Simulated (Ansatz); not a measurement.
# ClH₅OSiSn: small, medium and large basis sets

Aim: see how fast density functionals converge with the basis set for ClH₅OSiSn.

Method: one geometry, several basis sets; program: Ansatz 0.2.0, Gaussian basis.

The runs, in order: PBE0-D4/def2-SVP; ωB97M-V/def2-SVP; PBE0-D4/def2-QZVPP; ωB97M-V/def2-QZVPP; the functionals' def2-TZVPP values are taken from earlier runs.

**1. Structure used throughout**

The geometry comes from an earlier relaxation with PBE0-D4 in a triple-zeta def2 set; it is a stationary point, not always the lowest conformer. Sn takes the def2 core potential; no spin-orbit term is included.

SMILES `[SiH3][O][SnH2][Cl]`, 9 atoms, charge 0, spin multiplicity 1.

Atoms are counted from 1 here; the program's logs count them from 0.

Bond lengths: Si1–O2 1.637 Å, Si1–H5 1.488 Å, Si1–H6 1.485 Å, Si1–H7 1.489 Å, O2–Sn3 1.943 Å, Sn3–Cl4 2.324 Å, Sn3–H8 1.695 Å, Sn3–H9 1.696 Å. Angles: O2–Si1–H5 111.3°, O2–Si1–H6 107.7°, O2–Si1–H7 111.2°, H5–Si1–H6 109.2°, H5–Si1–H7 108.4°, H6–Si1–H7 109.1°, Si1–O2–Sn3 136.7°, O2–Sn3–Cl4 105.7°, O2–Sn3–H8 106.9°, O2–Sn3–H9 107.9°, Cl4–Sn3–H8 108.5°, Cl4–Sn3–H9 108.1°, H8–Sn3–H9 119.0°.

**2. PBE0-D4 in def2-SVP**

Input file in.yaml:

```yaml
crystal:
  periodic: [false, false, false]
  atoms:
    - {symbol: Si, position_ang: [-0.219682, 1.578693, -0.338424]}
    - {symbol: O, position_ang: [-0.352284, 0.284665, 0.654883]}
    - {symbol: Sn, position_ang: [0.156700, -1.590339, 0.610454]}
    - {symbol: Cl, position_ang: [0.738050, -2.030968, -1.595622]}
    - {symbol: H, position_ang: [-1.069563, 1.419116, -1.549077]}
    - {symbol: H, position_ang: [-0.667886, 2.776519, 0.417228]}
    - {symbol: H, position_ang: [1.189289, 1.778680, -0.776997]}
    - {symbol: H, position_ang: [-1.230010, -2.487109, 0.991344]}
    - {symbol: H, position_ang: [1.543786, -1.775456, 1.569011]}
basis:
  gaussian: {orbitals: def2-SVP}
hamiltonian: {xc: pbe0, dispersion: d4}
output: {orbitals: {seedname: orbitals}}
```

Run with:

```console
$ ansatz run in.yaml --threads 4 --pin off --events-out ev --progress --plain --max-ram 10444MiB
```

After this run come: ωB97M-V in def2-SVP; PBE0-D4 in def2-QZVPP; ωB97M-V in def2-QZVPP.

Before running them: what should the planned runs give, taken together? Wanted: PBE0-D4: double and triple zeta above quadruple; ωB97M-V: double and triple zeta above quadruple.

As calculated:

| quantity | value |
| --- | --- |
| PBE0-D4: double and triple zeta above quadruple | 11.06, 0.85 eV |
| ωB97M-V: double and triple zeta above quadruple | 11.08, 0.80 eV |

PBE0-D4 gains 10.21 eV from double to triple zeta, then 0.85 eV more. Total energies overstate the basis error of differences, where much of it tends to cancel. The LUMO of ωB97M-V is positive and keeps falling with the basis (1.27 to 0.58 eV): an unbound level that the basis holds in place.
